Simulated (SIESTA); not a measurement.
**FeO under changes of volume**

One of the cells (12.927 Å³/atom); the others are scaled copies at fixed shape and fractional positions:

```
Fe O
1.0
     3.06606    0.00000    0.00000
     0.00000    3.06606    0.00000
     0.00000    0.00000    5.50040
Fe O
2 2
Direct
  0.50000 0.00000 0.50000
  0.00000 0.50000 0.00000
  0.50000 0.50000 0.25000
  0.50000 0.50000 0.75000
```

The cell comes from a database or a generator and needn't be the stable form of this composition.

- Program: SIESTA 5.4.2
- Functional: PBEsol
- Potentials or basis: PseudoDojo 0.4 standard (PBEsol files)
- Basis: DZP (energy shift 0.003 Ry; two zetas on semicore shells)
- Grid cutoff: 800 Ry
- Energy shift: 0.003 Ry
- k mesh: 9 × 9 × 5
- Occupations: fermi-dirac, width 0.05 eV
- Spin: collinear spin, ferromagnetic start
- Starting moments: [3.0, 3.0, 0.0, 0.0] μB

| volume (Å³/atom) | energy over the lowest point (meV/atom) | pressure (GPa) | moment (μB per cell) |
| --- | --- | --- | --- |
| 11.913 | 0.00 | -11.0 | 6.87 |
| 12.167 | ? | ? | ? |
| 12.420 | 34.27 | -11.7 | 7.59 |
| 12.927 | 74.33 | -14.6 | 7.85 |
| 13.180 | 98.40 | -16.2 | 7.90 |
| 13.434 | 124.99 | -17.6 | 7.93 |

Task: What does the run at 12.167 Å³/atom give?

Result: Energy over the lowest point 17.35 meV/atom; pressure -11.0 GPa; moment 7.29 μB per cell.

Worked out: A Birch-Murnaghan fit of order 3 (a polynomial in V^(-2/3)) to the other rows has no minimum within the range. It gives 16.75 meV/atom at 12.167 Å³/atom, against the run's 17.35, and -dE/dV = -10.7 GPa, against -11.0. A parabola through the other rows of the moment, of slope 1.29 μB per Å³/atom there, gives 7.25 μB, against the run's 7.29.

Energies are extrapolated to zero smearing.

Caveats: short orbitals over semicore shells can move pressures by several GPa; the basis of atomic orbitals isn't converged, which shifts pressures, moduli and gaps; only a ferromagnetic start was run, and an antiferromagnetic order may lie lower in energy.
